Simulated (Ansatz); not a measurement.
# HfAl3N4: the cost of one run

Computed with Ansatz 0.2.0 (DFT PBE, scalar-relativistic, plane waves, PAW, unless a step's input says otherwise).

1 further run of the same task is left out (it didn't finish).

### 1 The starting structure

The structure is tetragonal, space group I4/mmm (No. 139). The conventional cell has a = 4.757 Å, b = 4.757 Å, c = 9.514 Å, α = 90.00°, β = 90.00°, γ = 90.00°. Hf (site symmetry 4/mmm) has 6 N at 2.38 Å as nearest neighbours. Around Al (site symmetry 4/mmm) lie 6 N at 2.38 Å. Al (site symmetry -4m2) is surrounded by 6 N at 2.38 Å. N (site symmetry 4mm) is surrounded by 5 Al at 2.38 Å and 1 Hf at 2.38 Å. Around N (site symmetry mmm) lie 2 Hf at 2.38 Å and 4 Al at 2.38 Å.

As a file:

```
CELL_PARAMETERS angstrom
-2.37843 2.37843 4.75687
2.37843 -2.37843 4.75687
2.37843 2.37843 -4.75687
ATOMIC_POSITIONS crystal
Hf 0.50000 0.50000 0.00000
Al 0.00000 0.00000 0.00000
Al 0.75000 0.25000 0.50000
Al 0.25000 0.75000 0.50000
N 0.75000 0.75000 0.00000
N 0.25000 0.25000 0.00000
N 0.50000 0.00000 0.50000
N 0.00000 0.50000 0.50000
```

The start is an ordering of an alloy on its end members' structure types: elements ordered on the sites of the AlN type, Hf/Al on Al (I4/mmm, No. 139).

### 2 The guess as it stands, on a coarse mesh

Input file input.yaml:

```yaml
crystal:
  lattice:
    - [-2.37843276, 2.37843276, 4.75686553]
    - [2.37843276, -2.37843276, 4.75686553]
    - [2.37843276, 2.37843276, -4.75686553]
  atoms:
    - { symbol: Hf, position: [0.5, 0.5, 0.0] }
    - { symbol: Al, position: [0.0, 0.0, 0.0] }
    - { symbol: Al, position: [0.75, 0.25, 0.5] }
    - { symbol: Al, position: [0.25, 0.75, 0.5] }
    - { symbol: "N", position: [0.75, 0.75, 0.0] }
    - { symbol: "N", position: [0.25, 0.25, 0.0] }
    - { symbol: "N", position: [0.5, 0.0, 0.5] }
    - { symbol: "N", position: [0.0, 0.5, 0.5] }
basis:
  ecutwfc: 420
kpoints:
  mp_grid: { grid: [6, 6, 6] }
hamiltonian:
  xc: pbe
scf:
  occupations: { method: gaussian, width: 0.1 }
  lower_state_search: "off"
output:
  forces: true
  stress: true
  eigenvalues: true
```

Command:

```bash
$ ansatz run input.yaml --threads 1 --pin off --max-ram 2560MiB --backend cpu --events-out ev --progress --plain --runs-dir out
```

**Question.** How long does this run take on 1 thread of Intel Xeon Platinum 8375C at 2.90GHz (Ice Lake), shared host, and how much memory does it need?

About 8.1 s, with a peak of 0.45 GiB.
